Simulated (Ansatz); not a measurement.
# Ti3Sn: further runs on the relaxed cell

The task here is to estimate one member of a computed series from the others.

Method: DFT PBEsol, scalar-relativistic, plane waves, PAW, in Ansatz 0.2.0.

1 further run of the same task is left out (set aside as unsound or not needed).

### The starting structure

It takes space group Cmcm (No. 63, orthorhombic). The conventional cell has a = 5.692 Å, b = 10.386 Å, c = 4.691 Å, α = 90.00°, β = 90.00°, γ = 90.00°. Around Ti (site symmetry m2m) lie 4 Sn at 2.85 Å and 8 Ti at 2.93 to 2.98 Å. Ti (site symmetry m) is surrounded by 8 Ti at 2.75 to 2.98 Å and 4 Sn at 2.90 to 3.02 Å. Sn (site symmetry m2m) has 12 Ti at 2.85 to 3.02 Å in its first shell of neighbours.

As a file:

```xyz
8
Lattice="2.8459 -5.1932 0.0000 2.8459 5.1932 0.0000 0.0000 0.0000 4.6913" Properties=species:S:1:pos:R:3 pbc="T T T"
Ti    2.8459    3.3502    3.5185
Ti    2.8459   -3.3502    1.1728
Ti    1.3731    0.7622    3.5185
Ti    1.3731   -0.7622    1.1728
Ti    4.3187   -0.7622    1.1728
Ti    4.3187    0.7622    3.5185
Sn    2.8459   -1.7387    3.5185
Sn    2.8459    1.7387    1.1728
```

It goes back to an entry of the Materials Project, which need not be the stable form.

This cell was relaxed beforehand with the same method: volume 17.33 Å³/atom, gap on the mesh none (metal).

The first run:

The input, input.yaml:

```yaml
crystal:
  lattice:
    - [2.8458649476, -5.1932192699, 0.0]
    - [2.8458649476, 5.1932192699, 0.0]
    - [0.0, 0.0, 4.6913394536]
  atoms:
    - { symbol: Ti, position: [0.1774409786, 0.8225590214, 0.75] }
    - { symbol: Ti, position: [0.8225590214, 0.1774409786, 0.25] }
    - { symbol: Ti, position: [0.1678601678, 0.314620854, 0.75] }
    - { symbol: Ti, position: [0.314620854, 0.1678601678, 0.25] }
    - { symbol: Ti, position: [0.8321398322, 0.685379146, 0.25] }
    - { symbol: Ti, position: [0.685379146, 0.8321398322, 0.75] }
    - { symbol: Sn, position: [0.6674056829, 0.3325943171, 0.75] }
    - { symbol: Sn, position: [0.3325943171, 0.6674056829, 0.25] }
basis:
  ecutwfc: 420
kpoints:
  mp_grid: { grid: [8, 8, 8] }
  band_path:
    path:
      - [[0.0, 0.0, 0.0], [-0.5, 0.5, 0.0], [-0.32507499, 0.67492501, 0.0]]
      - [[0.32507499, 0.32507499, 0.0], [0.0, 0.0, 0.0], [0.0, 0.0, 0.5], [0.32507499, 0.32507499, 0.5]]
      - [[-0.32507499, 0.67492501, 0.5], [-0.5, 0.5, 0.5], [-0.5, 0.5, 0.0]]
      - [[0.0, 0.0, 0.0], [0.0, 0.5, 0.0], [0.0, 0.5, 0.5], [0.0, 0.0, 0.5], [-0.5, 0.5, 0.5]]
    npoints: 14
hamiltonian:
  xc: pbesol
scf:
  occupations: { method: gaussian, width: 0.1 }
  n_extra_bands: 20
output:
  forces: true
  stress: true
  eigenvalues: true
  populations: true
  dos: { projected: true, de: 0.02, nscf_kmesh: { grid: [12, 12, 12] } }
  bader: true
  write_density: true
  write_potential: true
  elf: true
  volumetric_format: npy
```

Run with:

```sh
ansatz run input.yaml --threads 2 --pin off --max-ram 5120MiB --backend cpu --events-out ev --progress --plain --runs-dir out
```

Among the steps run: Bands, states and charges; Point at V/V0 = 0.97; Point at V/V0 = 1.03; The cell scaled to 0.94 of its volume; Volume × 1.06.

One table of the session follows, with a row left open; its other results are not shown here.

It belongs to the step «Energy against volume». 

```
volume (Å³/atom)  energy above the lowest point (meV/atom)  pressure (GPa)
          16.294                                      27.1            8.86
          16.814                                         ?               ?
          17.334                                       0.0            0.01
          17.854                                       5.9           -3.50
          18.374                                      22.4           -6.51
```

Q: Estimate the row for volume (Å³/atom) = 16.814 from the others.

Worked estimate for «energy above the lowest point (meV/atom)». A straight line through the neighbours (16.294, 27.1) and (17.334, 0.0) gives 27.1 + (0.0 − 27.1) × (16.814 − 16.294) / (17.334 − 16.294) = 13.6; a parabola fitted to 3 rows on both sides gives 7.1.

As computed: energy above the lowest point (meV/atom): 6.4; pressure (GPa): 4.10. In «energy above the lowest point (meV/atom)» the line misses by +7.2 and the parabola by +0.7.
